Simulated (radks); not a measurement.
**Pd²⁺ in [Kr] 4d8: an all-electron calculation**

The task here is to estimate one member of a computed series from the others.

Method: scalar-relativistic Kohn-Sham, SCAN, spin-polarised, spherical densities, finite nucleus; open shells are filled with parallel spins first. Code: radks (a radial shooting solver on a logarithmic mesh, Libxc functionals) version 1.

### What is computed

- element: palladium (Z = 46)
- charge: +2
- electrons: 44
- configuration: [Kr] 4d8
- nuclear rms radius: 4.5318 fm

Outer shells as boxes (Hund's rule):

Pd²⁺
```
[Kr] core
4d [↑↓][↑↓][↑↓][↑ ][↑ ]
```

The first run:

The run's settings:

```text
Z 46
configuration [Kr] 4d8
relativity scalar-relativistic
functional scan,scan
spin polarised
nucleus finite rms 4.5318 fm
c 137.035999084
```

Among the steps run: Self-consistent calculation.

One table of the session follows, with a row left open; its other results are not shown here.

It belongs to the step «Radial structure». Radial moments (bohr):

| level | <r> | outermost maximum (interpolated) | 90 % within | nodes |
| --- | --- | --- | --- | --- |
| 1s up | 0.03186 | 0.0207 | 0.0571 | 0 |
| 1s down | 0.03186 | 0.0207 | 0.0571 | 0 |
| 2s up | 0.1382 | 0.117 | 0.214 | 1 |
| 2s down | 0.1382 | 0.117 | 0.214 | 1 |
| 2p up | 0.1206 | 0.0934 | 0.196 | 0 |
| 2p down | 0.1206 | 0.0934 | 0.196 | 0 |
| 3s up | 0.3783 | 0.341 | 0.557 | 2 |
| 3s down | 0.3783 | 0.341 | 0.557 | 2 |
| 3p up | 0.3781 | 0.335 | 0.569 | 1 |
| 3p down | 0.3781 | 0.335 | 0.569 | 1 |
| 3d up | 0.3576 | 0.283 | 0.566 | 0 |
| 3d down | 0.3576 | 0.283 | 0.566 | 0 |
| 4s up | 0.9464 | 0.854 | 1.37 | 3 |
| 4s down | 0.9445 | 0.852 | 1.37 | 3 |
| 4p up | 1.035 | 0.911 | 1.53 | 2 |
| 4p down | ? | ? | ? | ? |
| 4d up | 1.360 | 1.07 | 2.14 | 1 |
| 4d down | 1.376 | 1.07 | 2.18 | 1 |

Estimate the missing values for 4p down.

**Answer.** <r>: 1.034; outermost maximum (interpolated): 0.909; 90 % within: 1.53; nodes: 2. In the column «<r>» it lies between 4s up (0.9464) and 4p up (1.035).

To keep in mind: Open shells are spherical and high-spin; term and fine-structure splittings are not resolved.
